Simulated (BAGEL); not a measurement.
# SiH3O3F (SMILES O[Si](O)(O)F) at HF/3-21G (density fitting with qzvpp-jkfit)

Aim: the energy change on altering one bond length of SiH3O3F at HF/3-21G (density fitting with qzvpp-jkfit), from 2 runs. 

The calculation is run with BAGEL 1.2.2.

## (1) The molecule

SiH3O3F has 8 atoms, charge 0, and is taken as a singlet. SMILES: `O[Si](O)(O)F`. Geometry: relaxed at PBE0-D4/def2-TZVP. This is one conformer, not always the lowest.

Bond lengths: O1–Si2 1.619 Å, Si2–O3 1.619 Å, Si2–O4 1.619 Å, Si2–F5 1.594 Å, O1–H6 0.958 Å, O3–H7 0.958 Å, O4–H8 0.958 Å. Angles: O1–Si2–O3 109.9°, O1–Si2–O4 109.9°, O1–Si2–F5 109.0°, O3–Si2–O4 109.9°, O3–Si2–F5 109.0°, O4–Si2–F5 109.1°, Si2–O1–H6 118.5°, Si2–O3–H7 118.5°, Si2–O4–H8 118.5°.

## (2) A single-point energy at HF/3-21G (density fitting with qzvpp-jkfit)

input.json

```json
{ "bagel": [

{
  "title": "molecule",
  "basis": "3-21g",
  "df_basis": "qzvpp-jkfit",
  "angstrom": "true",
  "geometry": [
    { "atom": "O", "xyz": [      -0.014900,       1.553700,      -0.307600 ] },
    { "atom": "Si", "xyz": [       0.050600,      -0.048800,      -0.087900 ] },
    { "atom": "O", "xyz": [       0.980100,      -0.392200,       1.192300 ] },
    { "atom": "O", "xyz": [      -1.441000,      -0.634600,       0.141700 ] },
    { "atom": "F", "xyz": [       0.682000,      -0.726300,      -1.385600 ] },
    { "atom": "H", "xyz": [      -0.516400,       1.893600,      -1.049300 ] },
    { "atom": "H", "xyz": [       1.899300,      -0.124100,       1.175200 ] },
    { "atom": "H", "xyz": [      -1.547700,      -1.578300,       0.265400 ] }
  ]
},

{
  "title": "hf"
},

{
  "title": "print",
  "file": "orbitals.molden",
  "orbitals": "true"
}

]}
```

Command:

```bash
BAGEL_NUM_THREADS=1 BAGEL input.json > input.out
```

Log:

```text
* using 1 threads per process

  ===============================================================
  ===============================================================

  *** Geometry ***

  { "atom" : "O", "xyz" : [     -0.028157,      2.936067,     -0.581280 ] },
  { "atom" : "Si", "xyz" : [      0.095620,     -0.092219,     -0.166107 ] },
  { "atom" : "O", "xyz" : [      1.852121,     -0.741151,      2.253120 ] },
  { "atom" : "O", "xyz" : [     -2.723095,     -1.199220,      0.267774 ] },
  { "atom" : "F", "xyz" : [      1.288793,     -1.372508,     -2.618405 ] },
  { "atom" : "H", "xyz" : [     -0.975855,      3.578385,     -1.982890 ] },
  { "atom" : "H", "xyz" : [      3.589157,     -0.234515,      2.220806 ] },
  { "atom" : "H", "xyz" : [     -2.924729,     -2.982555,      0.501533 ] },

  Number of auxiliary basis functions:      490

  Since a DF basis is specified, we compute 2- and 3-index integrals:
    o Being stored without compression. Storage requirement is 0.012 GB

  Number of basis functions:       55
  Number of electrons      :       50

    * METHOD: MOLECULE                             0.18

  *** RHF ***

  === Nuclear Repulsion ===
   270.1001770862

      * DIIS with orbital gradients will be used.

  === RHF iteration (3-21g) ===
      0       -611.35360811          0.03446617           0.04
      1       -611.54945843          0.01759989           0.04
      2       -611.60945079          0.00099701           0.04
      3       -611.60988925          0.00020366           0.04
      4       -611.60990465          0.00009074           0.04
      5       -611.60990777          0.00001370           0.04
      6       -611.60990789          0.00000288           0.04
      7       -611.60990789          0.00000059           0.04
      8       -611.60990789          0.00000020           0.04
      9       -611.60990789          0.00000007           0.04
     10       -611.60990789          0.00000001           0.04
     11       -611.60990789          0.00000001           0.04
    * SCF iteration converged.

    * Permanent dipole moment:
           (   -0.201918,     0.218217,     0.411562) a.u.

    * METHOD: HF                                   0.58

    * METHOD: PRINT                                0.01

  ===============================================================
```

It took 0.92 s on 1 thread of Arm Neoverse V1, shared host; peak memory 0.088 GiB.

## (3) The distorted shape, same level

input.json

```json
{ "bagel": [

{
  "title": "molecule",
  "basis": "3-21g",
  "df_basis": "qzvpp-jkfit",
  "angstrom": true,
  "geometry": [
    { "atom": "O", "xyz": [       0.113138,       2.686123,      -0.456038 ] },
    { "atom": "Si", "xyz": [       0.178638,       1.083623,      -0.236338 ] },
    { "atom": "O", "xyz": [       1.108138,       0.740223,       1.043862 ] },
    { "atom": "O", "xyz": [      -1.312962,       0.497823,      -0.006738 ] },
    { "atom": "F", "xyz": [       0.810038,       0.406123,      -1.534038 ] },
    { "atom": "H", "xyz": [      -0.388362,       3.026023,      -1.197738 ] },
    { "atom": "H", "xyz": [       2.027338,       1.008323,       1.026762 ] },
    { "atom": "H", "xyz": [      -1.547700,      -1.578300,       0.265400 ] }
  ]
},

{
  "title": "hf"
},

{
  "title": "print",
  "file": "orbitals.molden",
  "orbitals": true
}

]}
```

Command:

```bash
BAGEL_NUM_THREADS=1 BAGEL input.json > input.out
```

Log:

```text
* using 1 threads per process

  ===============================================================
  ===============================================================

  *** Geometry ***

  { "atom" : "O", "xyz" : [      0.213800,      5.076037,     -0.861787 ] },
  { "atom" : "Si", "xyz" : [      0.337577,      2.047751,     -0.446614 ] },
  { "atom" : "O", "xyz" : [      2.094077,      1.398819,      1.972613 ] },
  { "atom" : "O", "xyz" : [     -2.481139,      0.940749,     -0.012733 ] },
  { "atom" : "F", "xyz" : [      1.530750,      0.767461,     -2.898912 ] },
  { "atom" : "H", "xyz" : [     -0.733898,      5.718355,     -2.263397 ] },
  { "atom" : "H", "xyz" : [      3.831114,      1.905454,      1.940299 ] },
  { "atom" : "H", "xyz" : [     -2.924729,     -2.982555,      0.501533 ] },

  Number of auxiliary basis functions:      490

  Since a DF basis is specified, we compute 2- and 3-index integrals:
    o Being stored without compression. Storage requirement is 0.012 GB

  Number of basis functions:       55
  Number of electrons      :       50

    * METHOD: MOLECULE                             0.18

  *** RHF ***

  === Nuclear Repulsion ===
   265.7814865612

      * DIIS with orbital gradients will be used.

  === RHF iteration (3-21g) ===
      0       -610.95972322          0.03830624           0.04
      1       -611.04922116          0.03608400           0.04
      2       -611.34855484          0.00710805           0.04
      3       -611.36240499          0.00183400           0.04
      4       -611.36383898          0.00054691           0.04
      5       -611.36404301          0.00012681           0.04
      6       -611.36405463          0.00006019           0.04
      7       -611.36405664          0.00003117           0.04
      8       -611.36405769          0.00002073           0.04
      9       -611.36405815          0.00001150           0.04
     10       -611.36405842          0.00000577           0.04
     11       -611.36405847          0.00000315           0.04
     12       -611.36405849          0.00000200           0.04
     13       -611.36405849          0.00000145           0.04
     14       -611.36405850          0.00000091           0.04
     15       -611.36405850          0.00000060           0.04
     16       -611.36405850          0.00000024           0.04
     17       -611.36405850          0.00000010           0.04
     18       -611.36405850          0.00000004           0.04
     19       -611.36405850          0.00000002           0.04
     20       -611.36405850          0.00000001           0.04
     21       -611.36405850          0.00000001           0.04
     22       -611.36405850          0.00000001           0.04
    * SCF iteration converged.

    * Permanent dipole moment:
           (   -0.058596,     0.486598,     0.369621) a.u.

    * METHOD: HF                                   1.04

    * METHOD: PRINT                                0.01

  ===============================================================
```

Wall time 1.4 s (1 thread of Arm Neoverse V1, shared host); peak memory 0.088 GiB.

## (4) Results

At HF/3-21G (density fitting with qzvpp-jkfit):

| quantity | value |
| --- | --- |
| first shape: total energy | -611.60991 Eh |
| first shape: dipole moment | 1.29 D |
| first shape: HOMO energy | -14.05 eV |
| first shape: LUMO energy | 5.35 eV |
| first shape: HOMO–LUMO gap | 19.40 eV |
| distorted shape: total energy | -611.36406 Eh |
| distorted shape: dipole moment | 1.56 D |
| distorted shape: HOMO energy | -11.52 eV |
| distorted shape: LUMO energy | -1.68 eV |
| distorted shape: HOMO–LUMO gap | 9.83 eV |
| energy change with the O4–H8 bond stretched from 0.958 to 2.107 Å | 6.690 eV |

One bond (distorted shape) is far stretched, which a spin-restricted single reference describes badly; a broken-symmetry solution may lie lower. With the O4–H8 bond stretched from 0.958 to 2.107 Å the energy rises by 6.69 eV (154 kcal/mol). The first shape isn't relaxed at this level, so the change isn't measured from a minimum. A restricted reference can't describe the breaking bond well at this length.
